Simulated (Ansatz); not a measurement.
# CH6FGe: the cost of one run

All numbers below are computed with Ansatz 0.2.0 (UKS PBE0-D4/def2-mTZVP).

**1. The structure to begin with**

Bond lengths: C2–F3 1.353 Å, C2–H5 1.085 Å, C2–H6 1.086 Å, Ge4–H7 1.525 Å, Ge4–H8 1.524 Å, Ge4–H9 1.523 Å. Angles: F3–C2–H5 109.9°, F3–C2–H6 109.9°, H5–C2–H6 114.6°, H7–Ge4–H8 102.9°, H7–Ge4–H9 103.6°, H8–Ge4–H9 103.6°.

Structure file:

```xyz
9

H    -0.2590    0.1164   -0.2593
C    -0.7385    0.5294   -1.4945
F    -0.4705   -0.4952   -2.3373
Ge    0.6265   -0.5258    1.4079
H    -0.1863    1.4121   -1.7993
H    -1.8118    0.6726   -1.4155
H     2.0027    0.1305    1.4227
H    -0.0683    0.1106    2.6060
H     0.9052   -1.9506    1.8693
```

**2. A restrained relaxation towards end A**

Springs on the bonds that form and break draw the guess towards this end; the thresholds are loose.

Contents of input.yaml:

```yaml
crystal:
  periodic: [false, false, false]
  atoms:
    - { symbol: H, position_ang: [-0.259, 0.1164, -0.2593] }
    - { symbol: C, position_ang: [-0.7385, 0.5294, -1.4945] }
    - { symbol: F, position_ang: [-0.4705, -0.4952, -2.3373] }
    - { symbol: Ge, position_ang: [0.6265, -0.5258, 1.4079] }
    - { symbol: H, position_ang: [-0.1863, 1.4121, -1.7993] }
    - { symbol: H, position_ang: [-1.8118, 0.6726, -1.4155] }
    - { symbol: H, position_ang: [2.0027, 0.1305, 1.4227] }
    - { symbol: H, position_ang: [-0.0683, 0.1106, 2.606] }
    - { symbol: H, position_ang: [0.9052, -1.9506, 1.8693] }
magnetization:
  spin_polarized: true
  initial_magnetization: 1
basis:
  gaussian: { orbitals: def2-mTZVP }
hamiltonian:
  xc: pbe0
  dispersion: d4
relax:
  f_tol: 0.15
  max_steps: 25
  restrain:
    - { distance: [0, 3], at: 2.81, k: 30.0 }
    - { distance: [1, 0], at: 1.07, k: 30.0 }
```

The run is started by

```console
$ ansatz run input.yaml --threads 2 --pin off --max-ram 3072MiB --backend cpu --events-out ev --progress --plain --runs-dir out
```

Q: Estimate wall time and peak memory on 2 threads of Intel Xeon Platinum 8259CL at 2.50GHz (Skylake/Cascade Lake), shared host.

About 20 s, with a peak of 0.27 GiB.
